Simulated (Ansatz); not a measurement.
# B3LYP/6-31G(d) (spherical functions) run of C3H10Si (trimethylsilane)

What is the electronic atomisation energy of C3H10Si (trimethylsilane) at B3LYP/6-31G* (spherical functions)? 

The calculation is run with Ansatz 0.2.0.

46 further runs of the same task are left out: 1 that didn't finish, 45 set aside as unsound or not needed.

## 1. The structure to begin with

C3H10Si: 14 atoms, total charge 0, spin state singlet. As SMILES, `C[SiH](C)C`. Geometry: relaxed at PBE0-D4/def2-TZVP.

Bond lengths: C1–Si2 1.874 Å, Si2–C3 1.874 Å, Si2–C4 1.874 Å, C1–H5 1.093 Å, C1–H6 1.093 Å, C1–H7 1.094 Å, Si2–H8 1.494 Å, C3–H9 1.094 Å, C3–H10 1.093 Å, C3–H11 1.093 Å, C4–H12 1.093 Å, C4–H13 1.094 Å, C4–H14 1.093 Å. Some angles: C1–Si2–C3 110.3°, C1–Si2–C4 110.3°, C3–Si2–C4 110.3°, C1–Si2–H8 108.6°, C3–Si2–H8 108.6°, C4–Si2–H8 108.6°, Si2–C1–H5 111.2°, Si2–C1–H6 111.1°, Si2–C1–H7 110.9°, Si2–C3–H9 110.9°.

## 2. A single-point energy at B3LYP/6-31G(d) (spherical functions)

The input, input.yaml:

```yaml
crystal:
  periodic: [false, false, false]
  atoms:
    - {symbol: C, position_ang: [-0.956800, 1.082600, -1.038400]}
    - {symbol: Si, position_ang: [-0.338800, -0.014600, 0.348900]}
    - {symbol: C, position_ang: [1.239400, 0.684100, 1.077800]}
    - {symbol: C, position_ang: [-0.051300, -1.756700, -0.277600]}
    - {symbol: H, position_ang: [-1.888100, 0.697200, -1.460900]}
    - {symbol: H, position_ang: [-1.145900, 2.098700, -0.683100]}
    - {symbol: H, position_ang: [-0.221600, 1.141300, -1.845900]}
    - {symbol: H, position_ang: [-1.379500, -0.059300, 1.420400]}
    - {symbol: H, position_ang: [2.029000, 0.733500, 0.322800]}
    - {symbol: H, position_ang: [1.601800, 0.063500, 1.901200]}
    - {symbol: H, position_ang: [1.081800, 1.694100, 1.464300]}
    - {symbol: H, position_ang: [-0.968800, -2.184000, -0.689800]}
    - {symbol: H, position_ang: [0.706900, -1.767300, -1.065700]}
    - {symbol: H, position_ang: [0.291900, -2.413100, 0.526000]}
basis:
  gaussian:
    orbitals: 6-31G_st_-spherical.json
hamiltonian:
  xc: {name: B3LYP}
accuracy: high
output:
  orbitals: {seedname: orbitals}
```

The basis set 6-31G* is read from a file made from the Basis Set Exchange's data (not shown).

Launch:

```console
$ ansatz run input.yaml --threads 1 --pin off --max-ram 3480MiB --events-out events.jsonl --progress --plain --runs-dir runs
```

What it wrote:

```text
Warning: RAYON_NUM_THREADS=1 ignored (pool sized by the plan → 1); use --threads N
Functional definition: B3LYP
  name "B3LYP"
  parameter a0 = 0.2
  parameter ax = 0.72
  parameter ac = 0.81
  exchange = (1 - a0 - ax)*slater_x + ax*b88_x + a0*exact_x
  correlation = (1 - ac)*vwn_rpa_c + ac*lyp_c
2032 factors; integrals over basis functions are off by at most 3.5e-9 eV
mean field evaluation 1: about -11141.6625 eV, gradient 6.8e1 eV
mean field evaluation 2: about -11137.7946 eV, gradient 7.5e1 eV
mean field evaluation 4: about -11152.6350 eV, gradient 1.0e0 eV
mean field evaluation 8: about -11152.8703 eV, gradient 6.7e-2 eV
mean field evaluation 16: about -11152.8703 eV, gradient 1.7e-6 eV
mean field -11152.87034512 eV, -409.8604254962 hartree, gradient 2.0e-8 eV, S^2 0.000000; 0 other end points of the search recorded, 0 dependent functions left out
reference -11152.87038515 eV, -409.8604269671 hartree; 21, 21 occupied and 59, 59 virtual orbitals, 2032 factors
Total energy: -11152.87038515 eV, -409.8604269671 hartree
```

Wall time 9.3 s (1 thread of Arm Neoverse V1, shared host); peak memory 0.29 GiB.

## 3. The C atom

The input, molecule.yaml:

```yaml
crystal:
  periodic: [false, false, false]
  atoms:
    - symbol: C
      position_ang: [0.000000, 0.000000, 0.000000]
basis:
  gaussian:
    orbitals: 6-31G_st_-spherical.json
magnetization:
  spin_polarized: true
  initial_magnetization: 2
accuracy: high
hamiltonian:
  xc: {name: B3LYP}
```

The basis set 6-31G* is read from a file made from the Basis Set Exchange's data (not shown).

Launch:

```console
$ ansatz run molecule.yaml --threads 1 --pin off --max-ram 3480MiB --events-out events.jsonl --progress --plain --runs-dir runs
```

What it wrote, cut to the lines that bear on the results:

```text
Warning: RAYON_NUM_THREADS=1 ignored (pool sized by the plan → 1); use --threads N
[... 7 set-up lines as earlier in the session ...]
96 factors; integrals over basis functions are off by at most 1.1e-9 eV
mean field evaluation 1: about -1029.7320 eV, gradient 3.6e0 eV
mean field evaluation 2: about -1029.7994 eV, gradient 1.0e0 eV
mean field evaluation 4: about -1029.8062 eV, gradient 2.3e-1 eV
mean field evaluation 8: about -1029.8066 eV, gradient 6.7e-6 eV
mean field -1029.80656969 eV, -37.8446934081 hartree, gradient 9.8e-9 eV, S^2 2.001951; 0 other end points of the search recorded, 0 dependent functions left out
reference -1029.80658741 eV, -37.8446940593 hartree; 4, 2 occupied and 10, 12 virtual orbitals, 96 factors
Total energy: -1029.80658741 eV, -37.8446940593 hartree
```

Wall time 0.32 s (1 thread of Arm Neoverse V1, shared host).

## 4. The H atom

The input, input.yaml:

```yaml
crystal:
  periodic: [false, false, false]
  atoms:
    - {symbol: H, position_ang: [0.000000, 0.000000, 0.000000]}
basis:
  gaussian:
    orbitals: "6-31G*"
magnetization:
  spin_polarized: true
  initial_magnetization: 1
hamiltonian:
  xc: {name: B3LYP}
accuracy: high
```

Run the same way, it converges to -0.50027 Eh (log not shown).

## 5. The Si atom, same level

The input, in.yaml:

```yaml
crystal:
  periodic: [false, false, false]
  atoms:
    - {symbol: Si, position_ang: [0.000000, 0.000000, 0.000000]}
basis:
  gaussian: {orbitals: 6-31G_st_-spherical.json}
magnetization: {spin_polarized: true, initial_magnetization: 2}
hamiltonian: {xc: {name: B3LYP}}
accuracy: high
```

The basis set 6-31G* is read from a file made from the Basis Set Exchange's data (not shown).

Run the same way, it converges to -289.36979 Eh (log not shown).

## 6. What came out

At B3LYP/6-31G* (spherical functions):

```
                     quantity          value
       molecule: total energy  -409.86043 Eh
        molecule: HOMO energy       -8.10 eV
        molecule: LUMO energy        2.22 eV
      molecule: HOMO–LUMO gap       10.31 eV
         C atom: total energy   -37.84469 Eh
                 C atom: ⟨S²⟩          2.002
         H atom: total energy    -0.50027 Eh
                 H atom: ⟨S²⟩          0.750
        Si atom: total energy  -289.36979 Eh
                Si atom: ⟨S²⟩          2.002
electronic atomisation energy      53.166 eV
```

Taking the molecule apart into free atoms costs 53.17 eV (1226 kcal/mol), before zero-point energy and without spin-orbit coupling.
